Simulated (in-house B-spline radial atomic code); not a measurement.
# Sn⁺: excited configurations

Aim: the energies of several excited configurations of Sn⁺ above a reference configuration, each from its own self-consistent run.

Method: Dirac-Hartree-Fock, average of configuration, Fermi nucleus, basis-set limit. Code: in-house B-spline radial atomic code version 1.

## Step 1: The atom as given

```
element       : tin (Z = 50)
charge        : +1
electrons     : 49
configuration : [Kr] 4d10 5s2 5p1
Hamiltonian   : Dirac-Coulomb
nucleus       : Fermi, rms radius 4.652 fm
```

Outer shells as boxes (Hund's rule):

[Kr] 4d10 5s2 5p1
```
[Kr] core
4d [↑↓][↑↓][↑↓][↑↓][↑↓]
5s [↑↓]
5p [↑ ][  ][  ]
```

The boxes draw the filling by Hund's rule, which heavy ions in jj coupling don't follow; these runs average over all states of the configuration.

Input settings:

```ini
Z = 50
electrons = 49.0
configuration = [Kr] 4d10 5s2 5p1
hamiltonian = dirac
method = hf
spin_polarised = False
nucleus = fermi
rms_radius = 4.6519
mass_number = 120
atomic_mass = 119.902202557
speed_of_light = 137.035999084
```

From the earlier run of the reference: total energy -6175.896214 hartree. Levels, eight at most:

```tsv
orbital	occupation	energy (eV)	<r> (bohr)
4s1/2	2	-168.19	0.8220
4p1/2	2	-123.61	0.8713
4p3/2	4	-115.71	0.8987
4d3/2	4	-44.296	1.079
4d5/2	6	-43.157	1.093
5s1/2	2	-20.865	2.378
5p1/2	0.333333	-14.180	2.883
5p3/2	0.666667	-13.658	2.974
```

## Step 2: Run with [Ar] 3d9 4s2 4p6 4d10 5s2 5p1 6d1

Input settings:

```ini
Z = 50
electrons = 49.0
configuration = [Ar] 3d9 4s2 4p6 4d10 5s2 5p1 6d1
hamiltonian = dirac
method = hf
spin_polarised = False
nucleus = fermi
rms_radius = 4.6519
mass_number = 120
atomic_mass = 119.902202557
speed_of_light = 137.035999084
```

## Step 3: [Ar] 3d10 4s2 4p5 4d10 5s2 5p1 8p1

Settings: those of step 2 with these lines changed.

```diff
@@ -2,3 +2,3 @@
 electrons = 49.0
-configuration = [Ar] 3d9 4s2 4p6 4d10 5s2 5p1 6d1
+configuration = [Ar] 3d10 4s2 4p5 4d10 5s2 5p1 8p1
 hamiltonian = dirac
```

## Step 4: Run with [Kr] 4d9 5s2 5p1 7f1

Settings: those of step 3 with these lines changed.

```diff
@@ -2,3 +2,3 @@
 electrons = 49.0
-configuration = [Ar] 3d10 4s2 4p5 4d10 5s2 5p1 8p1
+configuration = [Kr] 4d9 5s2 5p1 7f1
 hamiltonian = dirac
```

## Step 5: Run with [Kr] 4d9 5s2 5p1 7s1

Settings: those of step 4 with these lines changed.

```diff
@@ -2,3 +2,3 @@
 electrons = 49.0
-configuration = [Kr] 4d9 5s2 5p1 7f1
+configuration = [Kr] 4d9 5s2 5p1 7s1
 hamiltonian = dirac
```

## Step 6: Run with [Kr] 4d10 5s2 7d1

Settings: those of step 5 with these lines changed.

```diff
@@ -2,3 +2,3 @@
 electrons = 49.0
-configuration = [Kr] 4d9 5s2 5p1 7s1
+configuration = [Kr] 4d10 5s2 7d1
 hamiltonian = dirac
```

## Step 7: [Kr] 4d9 5s2 5p1 6f1

Settings: those of step 6 with these lines changed.

```diff
@@ -2,3 +2,3 @@
 electrons = 49.0
-configuration = [Kr] 4d10 5s2 7d1
+configuration = [Kr] 4d9 5s2 5p1 6f1
 hamiltonian = dirac
```

Q: How far above the reference does each configuration lie (order and size, in eV)?

The runs gave:

| net move | configuration | energy above the reference (eV) | with Breit, QED, recoil (eV) | largest <r> (bohr) |
| --- | --- | --- | --- | --- |
| 5p → 7d | [Kr] 4d10 5s2 7d1 | 11.505 | 11.499 | 17.6 |
| 4d → 7s | [Kr] 4d9 5s2 5p1 7s1 | 36.468 | 36.499 | 10.6 |
| 4d → 6f | [Kr] 4d9 5s2 5p1 6f1 | 38.847 | 38.877 | 23.3 |
| 4d → 7f | [Kr] 4d9 5s2 5p1 7f1 | 39.257 | 39.287 | 32.9 |
| 4p → 8p | [Ar] 3d10 4s2 4p5 4d10 5s2 5p1 8p1 | 112.03 | 111.90 | 19.3 |
| 3d → 6d | [Ar] 3d9 4s2 4p6 4d10 5s2 5p1 6d1 | 502.18 | 501.98 | 10.3 |

Quantum defects of the promoted electron, δ = n − ζ/√(−2ε) with ζ = 2 and ε its orbital energy in hartree:

| promotion | δ |
| --- | --- |
| 5p → 7d | 1.964 |
| 4d → 7s | 3.275 |
| 4d → 6f | 0.058 |
| 4d → 7f | 0.064 |
| 4p → 8p | 2.938 |
| 3d → 6d | 2.059 |

What this shows: At the bottom stands 5p → 7d (11.505 eV), at the top 3d → 6d (502.18 eV). 5 of them lie more than 2 % above the ionisation threshold that Koopmans' theorem gives (13.658 eV), where such states can decay by emitting an electron. Of those tabulated, the defect is largest for 7s (3.27) and least for 6f (0.06): low angular momentum penetrates the core, high angular momentum stays outside it. Two partly filled shells share a symmetry and can mix in the average, which may lower the energy, for: 4p → 8p; 3d → 6d. These are averages over configurations, without correlation, not spectroscopic levels.
